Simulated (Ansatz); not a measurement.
# Hg (Hg, hcp): the cost of one run

Method: DFT BLYP, plane waves (420 eV) with PAW, scalar-relativistic; PBE-made PAW files, in Ansatz 0.2.0.

### 1 The starting structure

It takes space group P6_3/mmc (No. 194, hexagonal). The conventional cell has a = 3.195 Å, b = 3.195 Å, c = 5.218 Å, α = 90.00°, β = 90.00°, γ = 120.00°. Hg (site symmetry -6m2) is surrounded by 12 Hg at 3.20 Å.

Coordinates:

```cif
data_structure
_symmetry_space_group_name_H-M 'P 1'
_symmetry_Int_Tables_number 1
_cell_length_a 3.1955
_cell_length_b 3.1955
_cell_length_c 5.2182
_cell_angle_alpha 90.000
_cell_angle_beta 90.000
_cell_angle_gamma 120.000
_cell_volume 46.15
loop_
_atom_site_label
_atom_site_type_symbol
_atom_site_fract_x
_atom_site_fract_y
_atom_site_fract_z
_atom_site_occupancy
Hg1 Hg 0.33333 0.66667 0.25000 1
Hg2 Hg 0.66667 0.33333 0.75000 1
```

### 2 Relaxing cell and atoms

Input file input.yaml:

```yaml
crystal:
  lattice:
    - [3.195482737, 0.0, 0.0]
    - [-1.5977413685, 2.7673692276, 0.0]
    - [0.0, 0.0, 5.2182233095]
  atoms:
    - { symbol: Hg, position: [0.3333333333, 0.6666666667, 0.25] }
    - { symbol: Hg, position: [0.6666666667, 0.3333333333, 0.75] }
hamiltonian:
  xc: blyp
  pseudopotentials:
    kind: paw
    azcp:
      Hg: "pseudopotentials/Hg.paw.azcp"
basis:
  ecutwfc: 420
  fft_grid_basis: typed
kpoints:
  mp_grid: { grid: [11, 11, 6], shift: [0, 0, 0] }
magnetization:
  spin_polarized: false
scf:
  occupations: { method: fermi_dirac, width: 0.1 }
relax:
  max_steps: 60
  f_tol: 0.01
  cell: {}
```

**Question.** How long does this run take on 2 threads of an Arm CPU, shared host, and how much memory does it need?

About 1.8 min, with a peak of 0.7 GiB.
